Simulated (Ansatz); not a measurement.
**Nudged elastic band run: Mg$_{8}$HO$_{8}$, charge +1**

Input:

```yaml
crystal:
  lattice:
    - [0.0, 4.2993, 4.2993]
    - [4.2993, 0.0, 4.2993]
    - [4.2993, 4.2993, 0.0]
  atoms:
    - { symbol: Mg, position: [-0.02095346, 0.02334765, 0.01872099] }
    - { symbol: O, position: [0.24725418, 0.25291025, 0.25273982] }
    - { symbol: Mg, position: [-0.01195688, 0.00071094, 0.51078781] }
    - { symbol: O, position: [0.24327507, 0.24784854, 0.76128016] }
    - { symbol: Mg, position: [-0.02095277, 0.47913899, 0.01872028] }
    - { symbol: O, position: [0.24725368, 0.74734868, 0.25274145] }
    - { symbol: Mg, position: [-0.00077174, 0.49932216, 0.50237999] }
    - { symbol: O, position: [0.24933254, 0.74941422, 0.7520904] }
    - { symbol: Mg, position: [0.49626295, -0.00364588, 0.01128229] }
    - { symbol: O, position: [0.74389202, 0.24399234, 0.26837773] }
    - { symbol: Mg, position: [0.50061659, 0.00071415, 0.5107877] }
    - { symbol: O, position: [0.74775643, 0.24784846, 0.76127719] }
    - { symbol: Mg, position: [0.52324111, 0.47914895, 0.0187145] }
    - { symbol: O, position: [0.75282831, 0.74734691, 0.25273133] }
    - { symbol: Mg, position: [0.500617, 0.48813434, 0.51078682] }
    - { symbol: O, position: [0.74775628, 0.74336978, 0.76127799] }
    - { symbol: H, position: [0.1829351, 0.68306602, -0.04881054] }
total_charge: 1
basis:
  ecutwfc: 420.0
kpoints:
  mp_grid: { grid: [2, 2, 2] }
hamiltonian:
  xc: lda
  pseudopotentials: { kind: paw, azcp: { folder: soft_1 } }
scf:
  occupations: { method: fermi_dirac, width: 0.02 }
  lower_state_search: "off"
  max_iter: 95
neb:
  images: 3
  f_tol: 0.05
  max_iterations: 50
  order_check: false
  max_displacement: 1.0
  optimiser: fire
  final_atoms:
    - { symbol: Mg, position: [-0.02298265, 0.02117147, 0.02039856] }
    - { symbol: O, position: [0.25691524, 0.25251232, 0.25174517] }
    - { symbol: Mg, position: [-0.00035273, 0.01221035, 0.49886299] }
    - { symbol: O, position: [0.2530013, 0.24739847, 0.75223018] }
    - { symbol: Mg, position: [-0.00037076, 0.49966216, 0.01141705] }
    - { symbol: O, position: [0.25299165, 0.75302215, 0.24663027] }
    - { symbol: Mg, position: [0.00392276, 0.50395119, 0.50317896] }
    - { symbol: O, position: [0.25093346, 0.75095777, 0.75021896] }
    - { symbol: Mg, position: [0.5009951, 0.00102404, 0.00023886] }
    - { symbol: O, position: [0.75632627, 0.25635989, 0.25555155] }
    - { symbol: Mg, position: [0.52116979, 0.02119912, 0.47626125] }
    - { symbol: O, position: [0.75248999, 0.25251755, 0.75616605] }
    - { symbol: Mg, position: [0.52113639, 0.47705202, 0.02039285] }
    - { symbol: O, position: [0.7524841, 0.75694476, 0.25174453] }
    - { symbol: Mg, position: [0.51218185, 0.49967785, 0.49886051] }
    - { symbol: O, position: [0.74737374, 0.75303057, 0.75222889] }
    - { symbol: H, position: [0.3173458, 0.81739249, -0.18346028] }
```

Run as:

```bash
$ ansatz run input.yaml --threads 1 --pin off --max-ram 3072MiB --backend cpu --events-out ev --progress --plain --runs-dir out
```

Output, in part (warnings, iteration lines):

```
NEB end point (image 0): max|allowed force component| = 5.863e-3 eV/Å (the criterion of neb.relax_end_points is 1.000e-2)
NEB end point (image 4): max|allowed force component| = 3.925e-3 eV/Å (the criterion of neb.relax_end_points is 1.000e-2)
NEB iter   1: max|band force component| = 1.033e1 eV/Å  barrier→ = 1.1306 eV  barrier← = 1.1307 eV  Δτ_max = 0.2104 Å  (40 SCF iters)
NEB iter   2: max|band force component| = 3.686e0 eV/Å  barrier→ = 0.9166 eV  barrier← = 0.9166 eV  Δτ_max = 0.0188 Å  (21 SCF iters)
NEB iter   3: max|band force component| = 3.492e0 eV/Å  barrier→ = 0.7452 eV  barrier← = 0.7452 eV  Δτ_max = 0.0366 Å  (18 SCF iters)
NEB iter   4: max|band force component| = 2.897e0 eV/Å  barrier→ = 0.4423 eV  barrier← = 0.4423 eV  Δτ_max = 0.0518 Å  (18 SCF iters)
NEB iter   5: max|band force component| = 1.279e0 eV/Å  barrier→ = 0.1452 eV  barrier← = 0.1452 eV  Δτ_max = 0.0065 Å  (18 SCF iters)
NEB iter   6: max|band force component| = 9.746e-1 eV/Å  barrier→ = 0.1237 eV  barrier← = 0.1237 eV  Δτ_max = 0.0114 Å  (18 SCF iters)
NEB iter   7: max|band force component| = 3.707e-1 eV/Å  barrier→ = 0.0991 eV  barrier← = 0.0992 eV  CI = image 2  Δτ_max = 0.0129 Å  (18 SCF iters)
NEB iter   8: max|band force component| = 4.274e-1 eV/Å  barrier→ = 0.0942 eV  barrier← = 0.0942 eV  CI = image 2  Δτ_max = 0.0005 Å  (18 SCF iters)
NEB iter   9: max|band force component| = 3.909e-1 eV/Å  barrier→ = 0.0933 eV  barrier← = 0.0933 eV  CI = image 2  Δτ_max = 0.0010 Å  (18 SCF iters)
NEB iter  10: max|band force component| = 3.218e-1 eV/Å  barrier→ = 0.0916 eV  barrier← = 0.0916 eV  CI = image 2  Δτ_max = 0.0014 Å  (18 SCF iters)
NEB iter  11: max|band force component| = 2.626e-1 eV/Å  barrier→ = 0.0896 eV  barrier← = 0.0896 eV  CI = image 2  Δτ_max = 0.0017 Å  (18 SCF iters)
NEB iter  12: max|band force component| = 2.565e-1 eV/Å  barrier→ = 0.0875 eV  barrier← = 0.0875 eV  CI = image 2  Δτ_max = 0.0017 Å  (18 SCF iters)
NEB iter  13: max|band force component| = 2.486e-1 eV/Å  barrier→ = 0.0856 eV  barrier← = 0.0856 eV  CI = image 2  Δτ_max = 0.0016 Å  (18 SCF iters)
NEB iter  14: max|band force component| = 2.387e-1 eV/Å  barrier→ = 0.0839 eV  barrier← = 0.0839 eV  CI = image 2  Δτ_max = 0.0020 Å  (18 SCF iters)
NEB iter  15: max|band force component| = 2.256e-1 eV/Å  barrier→ = 0.0821 eV  barrier← = 0.0821 eV  CI = image 2  Δτ_max = 0.0026 Å  (18 SCF iters)
NEB iter  16: max|band force component| = 2.186e-1 eV/Å  barrier→ = 0.0799 eV  barrier← = 0.0799 eV  CI = image 2  Δτ_max = 0.0033 Å  (18 SCF iters)
NEB iter  17: max|band force component| = 2.200e-1 eV/Å  barrier→ = 0.0769 eV  barrier← = 0.0769 eV  CI = image 2  Δτ_max = 0.0041 Å  (18 SCF iters)
NEB iter  18: max|band force component| = 1.662e-1 eV/Å  barrier→ = 0.0731 eV  barrier← = 0.0731 eV  CI = image 2  Δτ_max = 0.0052 Å  (18 SCF iters)
NEB iter  19: max|band force component| = 1.477e-1 eV/Å  barrier→ = 0.0693 eV  barrier← = 0.0693 eV  CI = image 2  Δτ_max = 0.0064 Å  (18 SCF iters)
NEB iter  20: max|band force component| = 1.259e-1 eV/Å  barrier→ = 0.0661 eV  barrier← = 0.0661 eV  CI = image 2  Δτ_max = 0.0078 Å  (18 SCF iters)
NEB iter  21: max|band force component| = 1.874e-1 eV/Å  barrier→ = 0.0635 eV  barrier← = 0.0635 eV  CI = image 2  Δτ_max = 0.0090 Å  (18 SCF iters)
NEB iter  22: max|band force component| = 1.327e-1 eV/Å  barrier→ = 0.0608 eV  barrier← = 0.0608 eV  CI = image 2  Δτ_max = 0.0105 Å  (18 SCF iters)
NEB iter  23: max|band force component| = 8.098e-2 eV/Å  barrier→ = 0.0591 eV  barrier← = 0.0591 eV  CI = image 2  Δτ_max = 0.0001 Å  (18 SCF iters)
NEB iter  24: max|band force component| = 7.755e-2 eV/Å  barrier→ = 0.0590 eV  barrier← = 0.0590 eV  CI = image 2  Δτ_max = 0.0003 Å  (18 SCF iters)
NEB iter  25: max|band force component| = 7.665e-2 eV/Å  barrier→ = 0.0589 eV  barrier← = 0.0589 eV  CI = image 2  Δτ_max = 0.0004 Å  (18 SCF iters)
NEB iter  26: max|band force component| = 7.538e-2 eV/Å  barrier→ = 0.0588 eV  barrier← = 0.0588 eV  CI = image 2  Δτ_max = 0.0005 Å  (18 SCF iters)
NEB iter  27: max|band force component| = 7.385e-2 eV/Å  barrier→ = 0.0586 eV  barrier← = 0.0586 eV  CI = image 2  Δτ_max = 0.0007 Å  (18 SCF iters)
NEB iter  28: max|band force component| = 7.217e-2 eV/Å  barrier→ = 0.0584 eV  barrier← = 0.0584 eV  CI = image 2  Δτ_max = 0.0008 Å  (18 SCF iters)
NEB iter  29: max|band force component| = 7.045e-2 eV/Å  barrier→ = 0.0582 eV  barrier← = 0.0582 eV  CI = image 2  Δτ_max = 0.0011 Å  (18 SCF iters)
NEB iter  30: max|band force component| = 6.865e-2 eV/Å  barrier→ = 0.0579 eV  barrier← = 0.0579 eV  CI = image 2  Δτ_max = 0.0013 Å  (18 SCF iters)
NEB iter  31: max|band force component| = 6.683e-2 eV/Å  barrier→ = 0.0576 eV  barrier← = 0.0576 eV  CI = image 2  Δτ_max = 0.0017 Å  (18 SCF iters)
NEB iter  32: max|band force component| = 6.499e-2 eV/Å  barrier→ = 0.0572 eV  barrier← = 0.0572 eV  CI = image 2  Δτ_max = 0.0021 Å  (18 SCF iters)
NEB iter  33: max|band force component| = 6.291e-2 eV/Å  barrier→ = 0.0568 eV  barrier← = 0.0568 eV  CI = image 2  Δτ_max = 0.0027 Å  (18 SCF iters)
NEB iter  34: max|band force component| = 6.000e-2 eV/Å  barrier→ = 0.0563 eV  barrier← = 0.0563 eV  CI = image 2  Δτ_max = 0.0033 Å  (18 SCF iters)
NEB iter  35: max|band force component| = 5.542e-2 eV/Å  barrier→ = 0.0558 eV  barrier← = 0.0558 eV  CI = image 2  Δτ_max = 0.0041 Å  (18 SCF iters)
NEB iter  36: max|band force component| = 4.849e-2 eV/Å  barrier→ = 0.0552 eV  barrier← = 0.0552 eV  CI = image 2  Δτ_max = 0.0000 Å  (18 SCF iters)
```

It converged. The order of the stationary point at the top wasn't checked. Limits of this set-up: coarse k mesh, PAW files made for another functional, charged cell in a uniform background, uncorrected.

Final band (atoms are numbered from 1 in the order of the input):

```csv
image,path coordinate (Å),energy (eV),Mg5–H17 (Å),Mg11–H17 (Å)
0,0.00,0.000,1.94,2.83
1,0.30,0.032,2.12,2.60
2,0.60,0.055,2.36,2.36
3,0.89,0.032,2.60,2.12
4,1.19,0.000,2.83,1.94
```

Run time: 6.7 min on 1 thread of Intel(R) Xeon(R) Platinum 8488C (Sapphire Rapids) (shared host), peak memory 0.62 GiB.
